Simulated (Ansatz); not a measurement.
**F₂H₂OSZr: one species, many methods**

An exercise on one series of results from a longer session: the logs are not shown, and one member is left open.

The runs use Ansatz 0.2.0, Gaussian basis; functionals in def2-TZVPP, the program's frozen cores in correlated methods.

Levels to be run: LDA (SPW92), PBE-D4, revPBE-D4, BLYP-D4, r2SCAN-D4, B97M-V, PBE0-D4, B3LYP-D4, r2SCANh-D4, r2SCAN0-D4, HSE06-D4, BHLYP-D4, CAM-B3LYP-D4, LC-ωPBE, ωB97X-V, ωB97M-V, B2PLYP, PBE-QIDH; CCSD(T)/def2-SVP; CCSD(T)/def2-TZVPP; MP2/def2-QZVPP; extrapolation to the limit; RPA on PBE.

**Structure used throughout**

An earlier PBE0-D4 in a triple-zeta def2 set relaxation fixed the geometry. Zr takes the def2 core potential; no spin-orbit term is included.

SMILES `[OH][Zr]([F])([F])[SH]`, 7 atoms, charge 0, spin multiplicity 1.

Atoms are counted from 1 here; the program's logs count them from 0.

Bond lengths: O1–Zr2 1.897 Å, O1–H6 0.954 Å, Zr2–F3 1.900 Å, Zr2–F4 1.900 Å, Zr2–S5 2.457 Å, S5–H7 1.346 Å. Angles: Zr2–O1–H6 167.1°, O1–Zr2–F3 111.5°, O1–Zr2–F4 111.5°, O1–Zr2–S5 107.4°, F3–Zr2–F4 107.3°, F3–Zr2–S5 109.6°, F4–Zr2–S5 109.6°, Zr2–S5–H7 90.8°.

Set-up of the first run:

in.yaml reads:

```yaml
crystal:
  periodic: [false, false, false]
  atoms:
    - {symbol: O, position_ang: [-1.073423, 0.353602, 0.990444]}
    - {symbol: Zr, position_ang: [0.227070, -0.603747, -0.005533]}
    - {symbol: F, position_ang: [1.599504, -1.286453, 1.117950]}
    - {symbol: F, position_ang: [-0.544633, -2.082700, -0.915727]}
    - {symbol: S, position_ang: [1.196620, 0.954868, -1.638145]}
    - {symbol: H, position_ang: [-1.750865, 0.648310, 1.593326]}
    - {symbol: H, position_ang: [0.407126, 1.948219, -1.188115]}
basis:
  gaussian: {orbitals: def2-TZVPP}
hamiltonian: {xc: lda}
output: {orbitals: {seedname: orbitals}}
```

Started as:

```console
ansatz run in.yaml --threads 4 --pin off --events-out ev --progress --plain --max-ram 10444MiB
```

Steps of the session up to this table: LDA; PBE-D4 (GGA); revPBE-D4 (GGA); BLYP-D4 (GGA); r2SCAN-D4 (meta-GGA); B97M-V (meta-GGA); PBE0-D4 (hybrid); B3LYP-D4 (hybrid); r2SCANh-D4 (hybrid); r2SCAN0-D4 (hybrid); HSE06-D4 (hybrid); BHLYP-D4 (hybrid); CAM-B3LYP-D4 (range-separated); LC-ωPBE (range-separated); ωB97X-V (range-separated); ωB97M-V (range-separated); B2PLYP (double hybrid); PBE-QIDH (double hybrid).

One of the session's tables, all rows but one given; the rest of the session is left out.

It belongs to the step «Orbital energies across the functionals». 

```
  functional  HOMO (eV)  gap (eV)
 LDA (SPW92)      -6.70      4.28
      PBE-D4          ?         ?
   revPBE-D4      -6.46      4.40
     BLYP-D4      -6.36      4.29
   r2SCAN-D4      -6.82      4.84
      B97M-V      -6.87      4.90
     PBE0-D4      -7.76      6.45
    B3LYP-D4      -7.51      5.94
  r2SCANh-D4      -7.28      5.61
  r2SCAN0-D4      -7.96      6.76
    HSE06-D4      -7.36      5.67
    BHLYP-D4      -8.84      8.42
CAM-B3LYP-D4      -9.06      8.79
     LC-ωPBE     -10.43     11.38
     ωB97X-V     -10.07     10.88
     ωB97M-V      -9.92     10.27
```

Q: Estimate the row for PBE-D4 from the others.

**Answer.** HOMO (eV): -6.53; gap (eV): 4.36. In the column «HOMO (eV)» it lies between LDA (SPW92) (-6.70) and revPBE-D4 (-6.46).
